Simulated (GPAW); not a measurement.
Sb:

```
CELL_PARAMETERS angstrom
0.17336 2.38853 2.49587
2.41731 0.06469 2.60454
2.32045 2.40035 0.16154
ATOMIC_POSITIONS crystal
Sb 0.00000 0.00000 0.00000
```

This isn't the form of Sb at room conditions, which is rhombohedral.

The cell isn't the ideal one: cell sheared at random, sigma 0.03, atoms nudged by 0.01 Å.

Base run:

| Quantity | Value |
| --- | --- |
| Program | GPAW 26.7.0 |
| Functional | MS2 |
| Potentials or basis | GPAW PAW data sets (gpaw-data 1.2.1) |
| Cutoff | 600 eV |
| Basis | pw |
| k mesh | 10 × 10 × 10 |
| Occupations | fermi-dirac, width 0.05 eV |
| Spin | no spin polarisation |

Its results: pressure -1.5 GPa.

Problem. The run is repeated on the same cell with these changes: functional from MS2 to SOGGA; potentials or basis from GPAW PAW data sets (gpaw-data 1.2.1) to PAW data sets generated in the run's folder for this functional. What comes out?

Solution. Pressure -0.8 GPa.

Caveats: the PAW data sets were made with another functional, which shifts forces and pressure a little (some runs).
